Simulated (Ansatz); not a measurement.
# doublet C6H7N+ at 6 levels

Aim: a comparison of 6 runs (U-revPBE/6-31G*, U-wB97M-V/6-31G*, U-wB97X/6-31G*, UPBE0/6-31G*, USVWN5/6-31G*, UMP2/6-31G*) of doublet C6H7N+. 

Program for the calculation: Ansatz 0.2.0.

41 further runs of the same task are left out: 41 set aside as unsound or not needed. Runs told in other sessions of the task aren't counted.

## Step 1: Starting point

C6H7N+ has 14 atoms, charge +1, and is taken as a doublet. As SMILES of the parent species, `Cc1ccccn1`. The shape is that of a PBE0-D4/def2-TZVP optimisation. That shape belongs to the parent species and isn't relaxed for this state.

Bond lengths: C1–C2 1.497 Å, C2–C3 1.395 Å, C3–C4 1.381 Å, C4–C5 1.387 Å, C5–C6 1.384 Å, C2–N7 1.331 Å, C6–N7 1.329 Å, C1–H8 1.093 Å, C1–H9 1.093 Å, C1–H10 1.089 Å, C3–H11 1.084 Å, C4–H12 1.084 Å, C5–H13 1.083 Å, C6–H14 1.087 Å. Some angles: C1–C2–C3 120.9°, C1–C2–N7 117.2°, C3–C2–N7 121.9°, C2–C3–C4 119.3°, C3–C4–C5 118.8°, C4–C5–C6 117.9°, C5–C6–N7 123.8°, C2–N7–C6 118.3°, C2–C1–H8 111.0°, C2–C1–H9 111.1°.

## Step 2: The energy at U-revPBE/6-31G(d) (spherical functions) (run 1)

Input file molecule.yaml:

```yaml
crystal:
  periodic: [false, false, false]
  atoms:
    - {symbol: C, position_ang: [1.529800, 0.592680, 1.489460]}
    - {symbol: C, position_ang: [0.498030, 0.271780, 0.453520]}
    - {symbol: C, position_ang: [-0.041010, -1.010880, 0.352280]}
    - {symbol: C, position_ang: [-0.991540, -1.270440, -0.615810]}
    - {symbol: C, position_ang: [-1.381650, -0.242290, -1.460470]}
    - {symbol: C, position_ang: [-0.792430, 0.997860, -1.286300]}
    - {symbol: N, position_ang: [0.122980, 1.258300, -0.358040]}
    - {symbol: H, position_ang: [1.142630, 0.416360, 2.496660]}
    - {symbol: H, position_ang: [2.416390, -0.035590, 1.368570]}
    - {symbol: H, position_ang: [1.824010, 1.637250, 1.403360]}
    - {symbol: H, position_ang: [0.288340, -1.790270, 1.030440]}
    - {symbol: H, position_ang: [-1.423340, -2.260480, -0.711850]}
    - {symbol: H, position_ang: [-2.123160, -0.395570, -2.234860]}
    - {symbol: H, position_ang: [-1.069040, 1.831260, -1.926950]}
basis:
  gaussian:
    orbitals: 6-31G_st_-spherical.json
total_charge: 1
magnetization:
  spin_polarized: true
  initial_magnetization: 1
hamiltonian:
  xc: {name: revPBE}
accuracy: high
output: {orbitals: {seedname: orbitals}}
```

The basis set 6-31G* is read from a file made from the Basis Set Exchange's data (not shown).

Started as:

```
ansatz run molecule.yaml --threads 1 --pin off --max-ram 3480MiB --events-out events.jsonl --progress --plain --runs-dir runs
```

The log of the run:

```text
Warning: RAYON_NUM_THREADS=1 ignored (pool sized by the plan → 1); use --threads N
Functional definition: revPBE
  name "revPBE"
  parameter kappa = 1.245
  parameter beta = 0.06672455060314922
  exchange = pbe_x(kappa = kappa, mu = beta*pi^2/3)
  correlation = pbe_c(beta = beta)
2828 factors; integrals over basis functions are off by at most 3.0e-9 eV
mean field evaluation 1: about -7801.3913 eV, gradient 5.1e1 eV
mean field evaluation 2: about -7778.6653 eV, gradient 8.1e1 eV
mean field evaluation 4: about -7813.7816 eV, gradient 1.6e1 eV
mean field evaluation 8: about -7813.5671 eV, gradient 1.6e1 eV
mean field evaluation 16: about -7814.9605 eV, gradient 1.4e-1 eV
mean field evaluation 32: about -7814.8859 eV, gradient 4.1e0 eV
mean field -7814.96653249 eV, -287.1947228946 hartree, gradient 2.9e-8 eV, S^2 0.753165; 4 other end points of the search recorded, 0 dependent functions left out
reference -7814.96653582 eV, -287.1947230168 hartree; 25, 24 occupied and 87, 88 virtual orbitals, 2828 factors
Total energy: -7814.96653582 eV, -287.1947230168 hartree
```

Run time: 23 s. Hardware: 1 thread of Intel Xeon 6975P-C (Granite Rapids), shared host; peak memory 0.48 GiB.

## Step 3: The energy at U-wB97M-V/6-31G(d) (spherical functions) (run 2)

Input file molecule.yaml:

```yaml
crystal:
  periodic: [false, false, false]
  atoms:
    - symbol: C
      position_ang: [1.529800, 0.592680, 1.489460]
    - symbol: C
      position_ang: [0.498030, 0.271780, 0.453520]
    - symbol: C
      position_ang: [-0.041010, -1.010880, 0.352280]
    - symbol: C
      position_ang: [-0.991540, -1.270440, -0.615810]
    - symbol: C
      position_ang: [-1.381650, -0.242290, -1.460470]
    - symbol: C
      position_ang: [-0.792430, 0.997860, -1.286300]
    - symbol: N
      position_ang: [0.122980, 1.258300, -0.358040]
    - symbol: H
      position_ang: [1.142630, 0.416360, 2.496660]
    - symbol: H
      position_ang: [2.416390, -0.035590, 1.368570]
    - symbol: H
      position_ang: [1.824010, 1.637250, 1.403360]
    - symbol: H
      position_ang: [0.288340, -1.790270, 1.030440]
    - symbol: H
      position_ang: [-1.423340, -2.260480, -0.711850]
    - symbol: H
      position_ang: [-2.123160, -0.395570, -2.234860]
    - symbol: H
      position_ang: [-1.069040, 1.831260, -1.926950]
basis:
  gaussian:
    orbitals: 6-31G_st_-spherical.json
total_charge: 1
magnetization:
  spin_polarized: true
  initial_magnetization: 1
hamiltonian:
  xc: {name: wB97M-V}
accuracy: high
output:
  orbitals: {seedname: orbitals}
```

The basis set 6-31G* is read from a file made from the Basis Set Exchange's data (not shown).

Started as:

```
ansatz run molecule.yaml --threads 1 --pin off --max-ram 3480MiB --events-out events.jsonl --progress --plain --runs-dir runs
```

The log of the run (excerpt; [...] marks lines left out):

```text
Warning: RAYON_NUM_THREADS=1 ignored (pool sized by the plan → 1); use --threads N
Functional definition: wB97M-V
  name "wB97M-V"
[...]
  gx(w, u) = 1 - cx + cx01*u + cx10*w
  gss(w, u) = css00 + css04*u^4 + css10*w + css20*w^2 + css43*w^4*u^3
  gos(w, u) = cos00 + cos10*w + (cos20 + cos21*u)*w^2 + (cos60 + cos61*u)*w^6
[...]
      + integral(e_c_pw_mod_opposite_spin*gos(b97_w_opposite, b97_u_opposite)) + vv10(b, c)
2828 factors; integrals over basis functions are off by at most 3.0e-9 eV
422 factors; integrals over basis functions are off by at most 1.8e-9 eV
[...]
mean field -7813.48132530 eV, -287.1401425368 hartree, gradient 6.2e-8 eV, S^2 0.768104; 4 other end points of the search recorded, 0 dependent functions left out
reference -7813.48132889 eV, -287.1401426688 hartree; 25, 24 occupied and 87, 88 virtual orbitals, 2828 factors
Total energy: -7813.48132889 eV, -287.1401426688 hartree
```

Run time: 3.1 min. Hardware: 1 thread of Intel Xeon 6975P-C (Granite Rapids), shared host; peak memory 1.5 GiB.

Runs 3 to 4 aren't shown in full; the table further down has their settings and results.

## Step 4: A single-point energy at USVWN5/6-31G(d) (spherical functions) (run 5)

Input file run.yaml:

```yaml
crystal:
  periodic: [false, false, false]
  atoms:
    - {symbol: C, position_ang: [1.529800, 0.592680, 1.489460]}
    - {symbol: C, position_ang: [0.498030, 0.271780, 0.453520]}
    - {symbol: C, position_ang: [-0.041010, -1.010880, 0.352280]}
    - {symbol: C, position_ang: [-0.991540, -1.270440, -0.615810]}
    - {symbol: C, position_ang: [-1.381650, -0.242290, -1.460470]}
    - {symbol: C, position_ang: [-0.792430, 0.997860, -1.286300]}
    - {symbol: "N", position_ang: [0.122980, 1.258300, -0.358040]}
    - {symbol: H, position_ang: [1.142630, 0.416360, 2.496660]}
    - {symbol: H, position_ang: [2.416390, -0.035590, 1.368570]}
    - {symbol: H, position_ang: [1.824010, 1.637250, 1.403360]}
    - {symbol: H, position_ang: [0.288340, -1.790270, 1.030440]}
    - {symbol: H, position_ang: [-1.423340, -2.260480, -0.711850]}
    - {symbol: H, position_ang: [-2.123160, -0.395570, -2.234860]}
    - {symbol: H, position_ang: [-1.069040, 1.831260, -1.926950]}
basis:
  gaussian: {orbitals: 6-31G_st_-spherical.json}
total_charge: 1
magnetization: {spin_polarized: true, initial_magnetization: 1}
hamiltonian: {xc: {name: SVWN5}}
accuracy: high
output: {orbitals: {seedname: orbitals}}
```

The basis set 6-31G* is read from a file made from the Basis Set Exchange's data (not shown).

Started as:

```
ansatz run run.yaml --threads 1 --pin off --max-ram 3480MiB --events-out events.jsonl --progress --plain --runs-dir runs
```

The log of the run:

```text
Warning: RAYON_NUM_THREADS=1 ignored (pool sized by the plan → 1); use --threads N
Functional definition: SVWN5
  name "SVWN5"
  exchange = slater_x
  correlation = vwn5_c
2828 factors; integrals over basis functions are off by at most 3.0e-9 eV
mean field evaluation 1: about -7730.3310 eV, gradient 5.5e1 eV
mean field evaluation 2: about -7706.1290 eV, gradient 8.6e1 eV
mean field evaluation 4: about -7744.8648 eV, gradient 1.5e1 eV
mean field evaluation 8: about -7744.5564 eV, gradient 1.6e1 eV
mean field evaluation 16: about -7746.0219 eV, gradient 5.0e-2 eV
mean field evaluation 32: about -7745.9820 eV, gradient 7.1e-1 eV
mean field -7746.02235104 eV, -284.6610709584 hartree, gradient 4.0e-8 eV, S^2 0.751939; 4 other end points of the search recorded, 0 dependent functions left out
reference -7746.02235358 eV, -284.6610710516 hartree; 25, 24 occupied and 87, 88 virtual orbitals, 2828 factors
Total energy: -7746.02235358 eV, -284.6610710516 hartree
```

Wall time 11 s (1 thread of Intel Xeon 6975P-C (Granite Rapids), shared host); peak memory 0.44 GiB.

## Step 5: A single-point energy at UMP2/6-31G(d) (spherical functions) (run 6)

Input file job.yaml:

```yaml
crystal:
  periodic: [false, false, false]
  atoms:
    - {symbol: C, position_ang: [1.529800, 0.592680, 1.489460]}
    - {symbol: C, position_ang: [0.498030, 0.271780, 0.453520]}
    - {symbol: C, position_ang: [-0.041010, -1.010880, 0.352280]}
    - {symbol: C, position_ang: [-0.991540, -1.270440, -0.615810]}
    - {symbol: C, position_ang: [-1.381650, -0.242290, -1.460470]}
    - {symbol: C, position_ang: [-0.792430, 0.997860, -1.286300]}
    - {symbol: "N", position_ang: [0.122980, 1.258300, -0.358040]}
    - {symbol: H, position_ang: [1.142630, 0.416360, 2.496660]}
    - {symbol: H, position_ang: [2.416390, -0.035590, 1.368570]}
    - {symbol: H, position_ang: [1.824010, 1.637250, 1.403360]}
    - {symbol: H, position_ang: [0.288340, -1.790270, 1.030440]}
    - {symbol: H, position_ang: [-1.423340, -2.260480, -0.711850]}
    - {symbol: H, position_ang: [-2.123160, -0.395570, -2.234860]}
    - {symbol: H, position_ang: [-1.069040, 1.831260, -1.926950]}
basis:
  gaussian:
    orbitals: 6-31G_st_-spherical.json
total_charge: 1
magnetization:
  spin_polarized: true
  initial_magnetization: 1
correlation:
  method: mp2
  frozen_orbitals: {C: 1, H: 0, "N": 1}
accuracy: high
```

The basis set 6-31G* is read from a file made from the Basis Set Exchange's data (not shown).

Started as:

```
ansatz run job.yaml --threads 1 --pin off --max-ram 3480MiB --events-out events.jsonl --progress --plain --runs-dir runs
```

The log of the run:

```text
Warning: RAYON_NUM_THREADS=1 ignored (pool sized by the plan → 1); use --threads N
Functional definition: HF
  name "HF"
  exchange = exact_x
  correlation = 0
2828 factors; integrals over basis functions are off by at most 3.0e-9 eV
mean field evaluation 1: about -7762.5534 eV, gradient 2.8e1 eV
mean field evaluation 2: about -7762.5557 eV, gradient 2.8e1 eV
mean field evaluation 4: about -7767.2029 eV, gradient 4.4e0 eV
mean field evaluation 8: about -7767.4391 eV, gradient 2.7e-1 eV
mean field evaluation 16: about -7767.4433 eV, gradient 2.3e-8 eV
mean field evaluation 32: about -7766.2535 eV, gradient 3.0e0 eV
mean field -7767.44327048 eV, -285.4482752279 hartree, gradient 6.9e-8 eV, S^2 0.887680; 5 other end points of the search recorded, 0 dependent functions left out
7 core orbitals not correlated: weight in the atoms' cores, before any rotation towards them, 1.000 or more for the frozen orbitals, at most 0.000 for the correlated occupied ones
reference -7767.44327048 eV, -285.4482752279 hartree; 18, 17 occupied and 87, 88 virtual orbitals, 2828 factors
second order -23.13689657 eV of doubles, -0.00000000 eV of singles
Total energy: -7790.58016705 eV, -286.2985404941 hartree
```

It took 13 s on 1 thread of Intel Xeon 6975P-C (Granite Rapids), shared host; peak memory 0.53 GiB.

## Step 6: All runs side by side

```
run                                   level  frozen core orbitals  energy (Eh)  HOMO energy (eV)  LUMO energy (eV)   ⟨S²⟩  wall time
  1   U-revPBE/6-31G* (spherical functions)                     –  -287.194723            -11.94            -11.86  0.753       23 s
  2  U-wB97M-V/6-31G* (spherical functions)                     –  -287.140143            -15.33             -9.05  0.768    3.1 min
  3    U-wB97X/6-31G* (spherical functions)                     –  -287.184927            -15.43             -8.97  0.777    2.7 min
  4      UPBE0/6-31G* (spherical functions)                     –  -286.922498            -12.95            -11.08  0.769       64 s
  5     USVWN5/6-31G* (spherical functions)                     –  -284.661071            -12.14            -12.14  0.752       11 s
  6       UMP2/6-31G* (spherical functions)                     7  -286.298540                 –                 –  0.888       13 s
```

## Step 7: Summary of results

| quantity | value |
| --- | --- |
| run 6: total energy | -286.29854 Eh |
| run 6: correlation energy (7 core orbitals frozen) | -850.3 mEh |
| run 6: ⟨S²⟩ of the reference determinant | 0.888 |

In words: Totals of different functionals can't be ranked against each other. Spin contamination of the reference: run 6 ⟨S²⟩ = 0.89. All runs together took 7.6 min, the longest 3.1 min.
